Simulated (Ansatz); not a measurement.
This script for Ansatz 0.2.0 through its Python package starts 2 runs on BaSr, space group Cmmm. What input does the engine get in each?

Script `run_soc.py`:
```python
from dataclasses import dataclass
import warnings

import ansatz


@dataclass
class RunConfig:
    xc: str = "lda"
    mesh: tuple[int, ...] = (8, 8, 5)
    occupations: str = "fermi_dirac"
    sigma: float = 0.15


cfg = RunConfig()


def main() -> None:
    warnings.simplefilter("ignore", ansatz.DeckWarning)

    structure = (
        ansatz.Lattice.from_parameters(5.017205, 6.931443, 6.920826, alpha=90, beta=90, gamma=90)
        .space_group(65, hermann_mauguin="Cmmm")
        .atom("Ba", (0.0, 0.0, 0.0))
        .atom("Sr", (0.5, 0.0, 0.5))
        .primitive()
    )

    calculation = (
        structure.calculation()
        .functional(cfg.xc)
        .kpoints(*cfg.mesh)
        .occupations(cfg.occupations, width=cfg.sigma)
        .band_table()
    )
    for label, variant in (("scalar-relativistic", calculation), ("spin-orbit", calculation.spin(soc=True))):
        rep = variant.run(threads=1).report
        zero = rep["band_edges_ev"][0] if rep.get("band_edges_ev") else rep["fermi_energy_ev"]
        near = [round(e - zero, 3) for e in rep["eigenvalues_ev"][0] if abs(e - zero) < 4]
        print(label)
        print("  band edges (eV):", [round(e, 3) for e in rep.get("band_edges_ev") or []] or "none reported")
        print("  levels at k =", rep["kpoints_frac"][0], "within 4 eV of the zero:", near)


if __name__ == "__main__":
    main()
```

Run 1:
```yaml
crystal:
  lattice:
    a: 5.017205
    b: 6.931443
    c: 6.920826
    alpha: 90.0
    beta: 90.0
    gamma: 90.0
  space_group: 65
  setting:
    hermann_mauguin: Cmmm
  atoms:
    - { symbol: Ba, position: [0.0, 0.0, 0.0] }
    - { symbol: Sr, position: [0.5, 0.0, 0.5] }
  reduce_to_primitive: true
kpoints:
  mp_grid:
    grid: [8, 8, 5]
hamiltonian:
  xc: lda
scf:
  occupations:
    method: fermi_dirac
    width: 0.15
output:
  eigenvalues: true
```

Run 2, against run 1:
```diff
+magnetization:
+  noncollinear: true
+  spin_orbit: true
```

```console
$ python run_soc.py
scalar-relativistic
  band edges (eV): none reported
  levels at k = [0.0, 0.0, 0.0] within 4 eV of the zero: [-3.191, -0.899, 0.744, 0.819, 1.962, 2.029, 2.111, 3.288, 3.342, 3.508]
spin-orbit
  band edges (eV): none reported
  levels at k = [0.0, 0.0, 0.0] within 4 eV of the zero: [-3.188, -3.188, -0.895, -0.895, 0.747, 0.747, 0.815, 0.815, 1.959, 1.959, 2.03, 2.03, 2.121, 2.121, 3.295, 3.295, 3.349, 3.349, 3.513, 3.513]
```

The computed bands are complete only to about 3.3 eV above the Fermi level. This cell is a computed structure, which may not be the phase found in nature. Levels are Kohn-Sham eigenvalues on this mesh. With spin-orbit coupling each level holds one electron and, with inversion or at time-reversal points, comes in pairs; a window in energy can cut a split set. Finished in 36 s on 1 thread of Arm Neoverse V2, on a shared host, peak memory 0.81 GiB.
